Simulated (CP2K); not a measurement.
Crystal: Hf2Pd2Se2Br2O3.

```
Hf Pd Se Br O
1.0
     7.86530    0.00000    0.00000
     7.12201    3.33766    0.00000
    -3.90378   -0.86937   12.58754
Hf Pd Se Br O
2 2 2 2 3
Direct
  0.94514 0.94514 0.06144
  0.60628 0.60628 0.28309
  0.17920 0.17920 0.50964
  0.32286 0.32286 0.74307
  0.92232 0.92232 0.84566
  0.78991 0.78991 0.58800
  0.58645 0.58645 0.04520
  0.24604 0.24604 0.28651
  0.59701 0.59701 0.42127
  0.38554 0.38554 0.07302
  0.03094 0.03094 0.22169
```

The cell was built by a generator and needn't be a form met in nature.

Base run:

```yaml
Program: CP2K 2026.2
Functional: PBEsol
Potentials_or_basis: POTENTIAL_UZH Hf GTH-PBE-q12, Pd GTH-PBE-q18, Se GTH-PBE-q6, Br GTH-PBE-q7, O GTH-PBE-q6; TZVP-MOLOPT-PBE-GTH basis
Density_cutoff: 13606 eV
k_mesh: 8 × 8 × 2
Occupations: fermi-dirac, width 0.05 eV
Spin: no spin polarisation
```

Its results: band gap on the k mesh 0.82 eV, indirect (least direct gap 0.83 eV); pressure -2.4 GPa.

The run is repeated on the same cell with these changes: functional from PBEsol to RPBE. What comes out?

Band gap on the k mesh 0.84 eV, indirect (least direct gap 0.85 eV); pressure 0.8 GPa.

RPBE binds less tightly than PBEsol, so the same cell stands under more pressure.

Caveats: the potentials were made for another functional, which shifts forces and pressure; spin-orbit coupling is left out, which moves the levels of the heavy elements; the mesh misses the band edges, which the band path finds closer together; the basis of atomic orbitals isn't converged, which shifts pressures, moduli and gaps.
